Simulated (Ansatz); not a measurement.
# HfCl+ (triplet): from Hartree-Fock to the top rungs, def2-TZVPP

One table from this session's results is given with a row withheld; the runs are named, their logs left out.

The runs use Ansatz 0.2.0, Gaussian basis; def2-TZVPP, core rule «outside noble gas», up to 9 orbitals frozen.

The runs, in order: UHF; ROHF; CCSD(T) on UHF.

2 further runs of the same task are left out: 2 set aside as unsound or not needed.

## The geometry

The geometry is a PBE0/def2-TZVP stationary point (not a proven minimum) of the parent state, kept for this charge and spin. No spin-orbit coupling is included. Elements past krypton take def2 core potentials.

2 atoms, charge 1, spin multiplicity 3.

Atoms are counted from 1 here; the program's logs count them from 0.

Bond lengths: Hf1–Cl2 2.304 Å.

The first run:

File in.yaml:

```yaml
crystal:
  periodic: [false, false, false]
  atoms:
    - {symbol: Hf, position_ang: [0.000000, 0.000000, 0.000000]}
    - {symbol: Cl, position_ang: [0.000000, 0.000000, 2.304299]}
basis:
  gaussian: {orbitals: def2-TZVPP}
total_charge: 1
magnetization: {spin_polarized: true, initial_magnetization: 2}
hamiltonian: {xc: hf}
output: {orbitals: {seedname: orbitals}}
```

Run with:

```bash
$ ansatz run in.yaml --threads 1 --pin off --events-out ev --progress --plain --max-ram 4096MiB --backend cpu
```

Among the steps run: UHF; ROHF; CCSD(T) on UHF.

One table of the session follows, with a row left open; its other results are not shown here.

| method | from UCCSD(T) (kcal/mol) |
| --- | --- |
| ROHF | +162.57 |
| UHF | +160.23 |
| UMP2 | +18.68 |
| UCCSD | ? |
| UCCSD(T) | 0 |

Q: Estimate the row for UCCSD from the others.

**Answer.** from UCCSD(T) (kcal/mol): +7.67. In the column «from UCCSD(T) (kcal/mol)» it lies between UCCSD(T) (0) and UMP2 (+18.68).
